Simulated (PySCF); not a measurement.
# C2H10B2SSi: electronic excitations

Wanted: the electronic excitations of C2H10B2SSi (`BCBCS[SiH3]`), by calculation.

Computed with PySCF 2.14.0, with density-fitted response routines of our own, on a single molecule in the gas phase. Atoms are numbered from 0 throughout.

## 1. Starting geometry

16 atoms, charge 0, multiplicity 1; geometry from: GFN2-xTB.

Bonds of the start (Å): B0–C1 1.64, C1–B2 1.54, B2–C3 1.59, C3–S4 1.84, S4–Si5 2.18, B0–H6 1.18, B0–H7 1.19, C1–H8 1.09, C1–H9 1.09, B2–H10 1.17, C3–H11 1.09, C3–H12 1.09, Si5–H13 1.45, Si5–H14 1.46, Si5–H15 1.46.

## 2. Ultraviolet spectrum: wB97X-D/def2-SVPD

What the job is given:

```
{"job": {"kind": "uv", "xc": "wB97X-D", "basis": "def2-SVPD", "nstates": 8, "ntriplets": 3}, "charge": 0, "multiplicity": 1}
B      1.041134     0.469210     1.260007
C      1.792215     0.456568    -0.203239
B      0.687345     0.123713    -1.223116
C     -0.143853    -1.170776    -0.807366
S     -0.328441    -1.059754     1.020994
Si    -2.139938     0.156176     1.100053
H      1.691679     0.132269     2.186732
H      0.362431     1.429761     1.458492
H      2.538075    -0.338362    -0.144467
H      2.331912     1.387097    -0.373985
H      0.344277     0.786032    -2.128022
H     -1.139852    -1.286925    -1.233652
H      0.399680    -2.099369    -0.989079
H     -2.234941     0.558458     2.492040
H     -2.017084     1.242440     0.139010
H     -3.192239    -0.777593     0.701670
```

Level: TDDFT wB97X-D/def2-SVPD, vertical, gas phase, core orbitals frozen in the response.

Command:

```sh
OMP_NUM_THREADS=1 python probes_run.py task.json out
```

The driver reads the jobs from task.json and runs them one after another.

What will the session give for the following? lowest singlet (wB97X-D/def2-SVPD); brightest single state of those computed; lowest triplet. Wanted: lowest singlet; brightest single state of those computed; lowest triplet.

As calculated:

```
                                quantity                        value
      lowest singlet (wB97X-D/def2-SVPD)  5.36 eV (231 nm), f = 0.014
brightest single state of those computed  state 8, 7.11 eV, f = 0.016
                          lowest triplet                      4.92 eV
```

**Reading.** The lowest singlet, at 5.36 eV, is HOMO−1→LUMO 0.43, HOMO→LUMO 0.43 and is weak; of the 8 states computed, the strongest absorption comes from state 8 at 7.11 eV (the last computed, so partners may be missing). The lowest triplet lies 0.45 eV below the lowest singlet (triplets in Tamm-Dancoff, singlets in full TDDFT).
